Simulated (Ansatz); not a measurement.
# CH₅BO₂Se: a ladder of functionals and wavefunction methods

The task here is to estimate one member of a computed series from the others.

Computed with Ansatz 0.2.0, Gaussian basis. Level: functionals in def2-TZVPP, the program's frozen cores in correlated methods.

The runs, in order: PBE-D4, r2SCAN-D4, PBE0-D4, B3LYP-D4, ωB97X-V, ωB97M-V, B2PLYP; CCSD(T)/def2-TZVPP; MP2/def2-QZVPP; extrapolation to the limit.

## The geometry

An earlier PBE0-D4 in a triple-zeta def2 set relaxation fixed the geometry.

10 atoms, charge 0, spin multiplicity 1.

Atoms are counted from 1 here; the program's logs count them from 0.

Bond lengths: C1–Se2 1.950 Å, C1–H6 1.087 Å, C1–H7 1.087 Å, C1–H8 1.088 Å, Se2–B3 1.959 Å, B3–O4 1.358 Å, B3–O5 1.365 Å, O4–H9 0.963 Å, O5–H10 0.959 Å. Angles: Se2–C1–H6 109.7°, Se2–C1–H7 109.7°, Se2–C1–H8 106.7°, H6–C1–H7 110.3°, H6–C1–H8 110.2°, H7–C1–H8 110.2°, C1–Se2–B3 98.6°, Se2–B3–O4 119.2°, Se2–B3–O5 121.6°, O4–B3–O5 119.2°, B3–O4–H9 111.7°, B3–O5–H10 114.8°.

The first run:

in.yaml

```yaml
crystal:
  periodic: [false, false, false]
  atoms:
    - {symbol: C, position_ang: [-0.050787, -1.376829, 1.231330]}
    - {symbol: Se, position_ang: [0.899997, 0.313579, 1.029140]}
    - {symbol: B, position_ang: [0.115648, 0.888485, -0.671498]}
    - {symbol: O, position_ang: [-0.805543, 0.096184, -1.278217]}
    - {symbol: O, position_ang: [0.473410, 2.065627, -1.262335]}
    - {symbol: H, position_ang: [0.180306, -2.029652, 0.393875]}
    - {symbol: H, position_ang: [-1.120525, -1.191938, 1.281082]}
    - {symbol: H, position_ang: [0.297038, -1.821605, 2.161604]}
    - {symbol: H, position_ang: [-1.117298, 0.480963, -2.103543]}
    - {symbol: H, position_ang: [1.127765, 2.575176, -0.781418]}
basis:
  gaussian: {orbitals: def2-TZVPP}
hamiltonian: {xc: pbe, dispersion: d4}
output: {forces: true, orbitals: {seedname: orbitals}}
```

On the command line:

```sh
ansatz run in.yaml --threads 2 --pin off --events-out ev --progress --plain --max-ram 22528MiB --backend cpu
```

Among the steps run: PBE-D4 (GGA); r2SCAN-D4 (meta-GGA); PBE0-D4 (hybrid); B3LYP-D4 (hybrid); ωB97X-V (range-separated); ωB97M-V (range-separated); B2PLYP (double hybrid); CCSD(T) in def2-TZVPP; MP2 in def2-QZVPP.

One of the session's tables, all rows but one given; the rest of the session is left out.

It belongs to the step «Atomisation energies». 

| method | atomisation energy (kcal/mol) |
| --- | --- |
| PBE-D4 | ? |
| r2SCAN-D4 | 948.1 |
| PBE0-D4 | 942.9 |
| B3LYP-D4 | 940.1 |
| ωB97X-V | 942.0 |
| ωB97M-V | 943.8 |
| B2PLYP | 932.9 |
| HF/def2-TZVPP | 679.6 |
| MP2/def2-TZVPP | 943.1 |
| CCSD/def2-TZVPP | 903.6 |
| CCSD(T)/def2-TZVPP | 919.1 |
| MP2/CBS | 968.1 |
| CCSD(T)/CBS | 944.1 |

Estimate the missing values for PBE-D4.

As computed: atomisation energy (kcal/mol): 964.2. In the column «atomisation energy (kcal/mol)» it lies between r2SCAN-D4 (948.1) and MP2/CBS (968.1).

Caveats from the session: Free atoms (1 C, 1 Se, 1 B, 2 O, 5 H) were run apart at each level; the atomisation energy is their sum less the molecule, without zero-point or spin-orbit terms.
